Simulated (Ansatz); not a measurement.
# CaCd2Ga2: the cost of one run

Program: Ansatz 0.2.0. Level of theory: reference: DFT PBE, plane waves, PAW, scalar-relativistic, no spin polarisation. These are calculated values, not measurements.

### Step 1. The structure to begin with

Symmetry: P-3m1, No. 164, trigonal system. Conventional cell: a = 4.333 Å, b = 4.333 Å, c = 7.122 Å, α = 90.00°, β = 90.00°, γ = 120.00°. Cd (site symmetry 3m) has 4 Ga at 2.65 to 2.82 Å as nearest neighbours. Ca (site symmetry -3m) has 6 Ga at 3.03 Å as nearest neighbours. Ga (site symmetry 3m) is surrounded by 4 Cd at 2.65 to 2.82 Å and 3 Ca at 3.03 Å.

Coordinates:

```xyz
5
Lattice="2.1663 3.7521 0.0000 -2.1663 3.7521 0.0000 0.0000 0.0000 7.1223" Properties=species:S:1:pos:R:3 pbc="T T T"
Cd   -0.0002    2.5015    4.5362
Cd    0.0002    5.0027    2.5861
Ca    0.0000    0.0000    0.0000
Ga   -0.0002    2.5015    1.7129
Ga    0.0002    5.0027    5.4094
```

### Step 2. The reference run

Contents of input.yaml:

```yaml
crystal:
  lattice:
    - [2.166276, 3.752099, 0.0]
    - [-2.166276, 3.752099, 0.0]
    - [0.0, 0.0, 7.122321]
  atoms:
    - { symbol: Cd, position: [0.3333, 0.3334, 0.6369] }
    - { symbol: Cd, position: [0.6667, 0.6666, 0.3631] }
    - { symbol: Ca, position: [0.0, 0.0, 0.0] }
    - { symbol: Ga, position: [0.3333, 0.3334, 0.2405] }
    - { symbol: Ga, position: [0.6667, 0.6666, 0.7595] }
  symmetry: { tolerance: 0.0003 }
kpoints:
  mp_grid: { grid: [5, 5, 3], shift: [0, 0, 0] }
magnetization:
  spin_polarized: false
scf:
  occupations: { method: fermi_dirac }
hamiltonian:
  pseudopotentials: { kind: paw }
  xc: pbe
basis:
  ecutwfc: 420
output:
  forces: true
  stress: true
  eigenvalues: true
relax:
  max_steps: 40
  cell: {}
```

Launch:

```sh
$ ansatz run input.yaml --threads 1 --pin off --max-ram 2560MiB --backend cpu --events-out ev --progress --plain --runs-dir out
```

Q: Estimate wall time and peak memory on 1 thread of Arm Neoverse V2, shared host.

About 28 s, with a peak of 0.41 GiB.
